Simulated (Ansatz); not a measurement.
**BSiN2H5 (SMILES N[SiH]1BN1) at 6 levels**

Wanted: a comparison of 6 runs (HF/3-21G, HF/cc-pVDZ, PBE/cc-pVDZ, revPBE/cc-pVDZ, RPA@PBE/cc-pVDZ, RPA@PBE0/cc-pVDZ) of BSiN2H5. 

The results are computed with Ansatz 0.2.0.

61 further runs of the same task are left out: 61 set aside as unsound or not needed.

## (1) Starting point

BSiN2H5: 9 atoms, total charge 0, spin state singlet. SMILES: `N[SiH]1BN1`. The N1–Si2 distance was set to 2.553 Å, away from the relaxed value. At this shape a bond of the SMILES string is far longer than usual.

Bond lengths: Si2–B3 1.914 Å, Si2–N4 1.755 Å, B3–N4 1.389 Å, N1–H5 1.006 Å, N1–H6 1.005 Å, Si2–H7 1.482 Å, B3–H8 1.190 Å, N4–H9 1.011 Å. Angles: Si2–B3–N4 61.8°, B3–Si2–N4 44.2°, Si2–N4–B3 74.0°, Si2–B3–H8 163.8°, N4–B3–H8 134.4°, B3–Si2–H7 127.1°, N4–Si2–H7 113.4°, Si2–N4–H9 150.8°, B3–N4–H9 135.2°, H5–N1–H6 112.9°. A long bond or contact: N1–Si2 2.553 Å.

## (2) The energy at HF/3-21G (run 1)

input.yaml

```yaml
crystal:
  periodic: [false, false, false]
  atoms:
    - {symbol: "N", position_ang: [-1.086148, 2.294396, 0.062051]}
    - {symbol: Si, position_ang: [0.258900, 0.175500, 0.530500]}
    - {symbol: B, position_ang: [-0.233900, -1.625800, 0.110200]}
    - {symbol: N, position_ang: [0.650500, -0.971600, -0.738400]}
    - {symbol: H, position_ang: [-0.669648, 3.209596, 0.056751]}
    - {symbol: H, position_ang: [-2.010148, 2.283596, -0.333449]}
    - {symbol: H, position_ang: [1.441200, 0.620900, 1.305200]}
    - {symbol: H, position_ang: [-0.741300, -2.702400, 0.114400]}
    - {symbol: H, position_ang: [1.134000, -1.211600, -1.592900]}
basis:
  gaussian: {orbitals: 3-21G.json}
hamiltonian: {xc: hf}
accuracy: high
output: {orbitals: {seedname: orbitals}}
```

The basis set 3-21G is read from a file made from the Basis Set Exchange's data (not shown).

Command:

```sh
$ ansatz run input.yaml --threads 1 --pin off --max-ram 3480MiB --events-out events.jsonl --progress --plain --runs-dir runs
```

Output:

```text
Warning: RAYON_NUM_THREADS=1 ignored (pool sized by the plan → 1); use --threads N
Functional definition: HF
  name "HF"
  exchange = exact_x
  correlation = 0
1188 factors; integrals over basis functions are off by at most 7.3e-9 eV
mean field evaluation 1: about -11506.5755 eV, gradient 4.0e1 eV
mean field evaluation 2: about -11506.8436 eV, gradient 4.1e1 eV
mean field evaluation 4: about -11510.9325 eV, gradient 2.9e0 eV
mean field evaluation 8: about -11511.0080 eV, gradient 4.7e-1 eV
mean field evaluation 16: about -11511.0104 eV, gradient 1.2e-6 eV
mean field -11511.01035659 eV, -423.0218281615 hartree, gradient 3.2e-8 eV, S^2 0.000000; 0 other end points of the search recorded, 0 dependent functions left out
reference -11511.01035659 eV, -423.0218281615 hartree; 19, 19 occupied and 31, 31 virtual orbitals, 1188 factors
Total energy: -11511.01035659 eV, -423.0218281615 hartree
```

Wall time 0.6 s (1 thread of Arm Neoverse V1, shared host); peak memory 0.1 GiB.

## (3) The energy at HF/cc-pVDZ (run 2)

Changes to input.yaml since step 2:

```diff
@@ -6,3 +6,3 @@
     - {symbol: B, position_ang: [-0.233900, -1.625800, 0.110200]}
-    - {symbol: N, position_ang: [0.650500, -0.971600, -0.738400]}
+    - {symbol: "N", position_ang: [0.650500, -0.971600, -0.738400]}
     - {symbol: H, position_ang: [-0.669648, 3.209596, 0.056751]}
@@ -13,4 +13,6 @@
 basis:
-  gaussian: {orbitals: 3-21G.json}
-hamiltonian: {xc: hf}
+  gaussian:
+    orbitals: cc-pVDZ
+hamiltonian:
+  xc: hf
 accuracy: high
```

Command:

```sh
$ ansatz run input.yaml --threads 1 --pin off --max-ram 3480MiB --events-out events.jsonl --progress --plain --runs-dir runs
```

Output:

```text
Warning: RAYON_NUM_THREADS=1 ignored (pool sized by the plan → 1); use --threads N
[... 4 set-up lines as earlier in the session ...]
1946 factors; integrals over basis functions are off by at most 3.7e-9 eV
mean field evaluation 1: about -11568.2635 eV, gradient 4.5e1 eV
mean field evaluation 2: about -11568.3597 eV, gradient 4.5e1 eV
mean field evaluation 4: about -11573.4455 eV, gradient 3.6e0 eV
mean field evaluation 8: about -11573.5362 eV, gradient 2.0e-1 eV
mean field evaluation 16: about -11573.5368 eV, gradient 1.9e-8 eV
mean field -11573.53676019 eV, -425.3196311122 hartree, gradient 1.9e-8 eV, S^2 0.000000; 0 other end points of the search recorded, 0 dependent functions left out
reference -11573.53676019 eV, -425.3196311122 hartree; 19, 19 occupied and 66, 66 virtual orbitals, 1946 factors
Total energy: -11573.53676019 eV, -425.3196311122 hartree
```

It took 2.5 s on 1 thread of Arm Neoverse V1, shared host; peak memory 0.22 GiB.

## (4) The energy at PBE/cc-pVDZ (run 3)

input.yaml

```yaml
crystal:
  periodic: [false, false, false]
  atoms:
    - symbol: "N"
      position_ang: [-1.086148, 2.294396, 0.062051]
    - symbol: Si
      position_ang: [0.258900, 0.175500, 0.530500]
    - symbol: B
      position_ang: [-0.233900, -1.625800, 0.110200]
    - symbol: "N"
      position_ang: [0.650500, -0.971600, -0.738400]
    - symbol: H
      position_ang: [-0.669648, 3.209596, 0.056751]
    - symbol: H
      position_ang: [-2.010148, 2.283596, -0.333449]
    - symbol: H
      position_ang: [1.441200, 0.620900, 1.305200]
    - symbol: H
      position_ang: [-0.741300, -2.702400, 0.114400]
    - symbol: H
      position_ang: [1.134000, -1.211600, -1.592900]
basis:
  gaussian:
    orbitals: cc-pVDZ
accuracy: high
output: {orbitals: {seedname: orbitals}}
hamiltonian:
  xc: pbe
magnetization:
  spin_polarized: false
```

Command:

```sh
$ ansatz run input.yaml --threads 1 --pin off --max-ram 3480MiB --events-out events.jsonl --progress --plain --runs-dir runs
```

Output:

```text
Warning: RAYON_NUM_THREADS=1 ignored (pool sized by the plan → 1); use --threads N
Functional definition: PBE
  name "PBE"
  parameter kappa = 0.804
  parameter beta = 0.06672455060314922
  exchange = pbe_x(kappa = kappa, mu = beta*pi^2/3)
  correlation = pbe_c(beta = beta)
1946 factors; integrals over basis functions are off by at most 3.7e-9 eV
mean field evaluation 1: about -11586.8204 eV, gradient 8.7e1 eV
mean field evaluation 2: about -11472.3627 eV, gradient 1.7e2 eV
mean field evaluation 4: about -11602.6095 eV, gradient 2.2e1 eV
mean field evaluation 8: about -11604.0121 eV, gradient 3.2e-1 eV
mean field evaluation 16: about -11604.0063 eV, gradient 1.1e-4 eV
mean field -11604.00634987 eV, -426.4393678798 hartree, gradient 2.3e-8 eV, S^2 0.000000; 1 other end points of the search recorded, 0 dependent functions left out
reference -11604.00635349 eV, -426.4393680129 hartree; 19, 19 occupied and 66, 66 virtual orbitals, 1946 factors
Total energy: -11604.00635349 eV, -426.4393680129 hartree
```

Wall time 6.6 s (1 thread of Arm Neoverse V1, shared host); peak memory 0.21 GiB.

Runs 4 to 5 aren't shown in full; the table further down has their settings and results.

## (5) A single-point energy at RPA@PBE0/cc-pVDZ (run 6)

molecule.yaml

```yaml
crystal:
  periodic: [false, false, false]
  atoms:
    - symbol: N
      position_ang: [-1.086148, 2.294396, 0.062051]
    - symbol: Si
      position_ang: [0.258900, 0.175500, 0.530500]
    - symbol: B
      position_ang: [-0.233900, -1.625800, 0.110200]
    - symbol: "N"
      position_ang: [0.650500, -0.971600, -0.738400]
    - symbol: H
      position_ang: [-0.669648, 3.209596, 0.056751]
    - symbol: H
      position_ang: [-2.010148, 2.283596, -0.333449]
    - symbol: H
      position_ang: [1.441200, 0.620900, 1.305200]
    - symbol: H
      position_ang: [-0.741300, -2.702400, 0.114400]
    - symbol: H
      position_ang: [1.134000, -1.211600, -1.592900]
basis:
  gaussian:
    orbitals: cc-pVDZ
correlation:
  method: rpa
  frozen_orbitals: {B: 1, H: 0, "N": 1, Si: 5}
hamiltonian:
  xc: pbe0
accuracy: high
```

Command:

```sh
$ ansatz run molecule.yaml --threads 1 --pin off --max-ram 3480MiB --events-out events.jsonl --progress --plain --runs-dir runs
```

Output, cut to the lines that bear on the results:

```text
Warning: RAYON_NUM_THREADS=1 ignored (pool sized by the plan → 1); use --threads N
Functional definition: PBE0
  name "PBE0"
[...]
1946 factors; integrals over basis functions are off by at most 3.7e-9 eV
[...]
mean field -11604.92642401 eV, -426.4731799808 hartree, gradient 8.7e-8 eV, S^2 0.000000; 2 other end points of the search recorded, 0 dependent functions left out
8 core orbitals not correlated: weight in the atoms' cores, before any rotation towards them, 1.000 or more for the frozen orbitals, at most 0.000 for the correlated occupied ones
reference -11572.95415233 eV, -425.2982206682 hartree; 11, 11 occupied and 66, 66 virtual orbitals, 1946 factors
Total energy: -11594.21245482 eV, -426.0794488753 hartree
```

Run time: 14 s. Hardware: 1 thread of Arm Neoverse V1, shared host; peak memory 0.32 GiB.

## (6) The series

```
run             level  frozen core orbitals  energy (Eh)  HOMO energy (eV)  LUMO energy (eV)  HOMO–LUMO gap (eV)  wall time
  1          HF/3-21G                     –  -423.021828             -8.63              2.38               11.01      0.6 s
  2        HF/cc-pVDZ                     –  -425.319631             -8.69              2.10               10.79      2.5 s
  3       PBE/cc-pVDZ                     –  -426.439368             -3.69             -2.39                1.30      6.6 s
  4    revPBE/cc-pVDZ                     –  -426.669731             -3.65             -2.33                1.31      6.6 s
  5   RPA@PBE/cc-pVDZ                     8  -426.152137                 –                 –                   –       13 s
  6  RPA@PBE0/cc-pVDZ                     8  -426.079449                 –                 –                   –       14 s
```

## (7) What came out

```
                               quantity          value
                    run 6: total energy  -426.07945 Eh
run 6: RPA correlation energy (valence)     -781.2 mEh
```

**Reading.** Over runs 1, 2, 3, 4 the HOMO–LUMO gap runs from 1.30 eV (PBE/cc-pVDZ) to 11.01 eV (HF/3-21G). The two ends differ in method and basis. Totals of different functionals can't be ranked against each other. All runs together took 43 s, the longest 14 s.
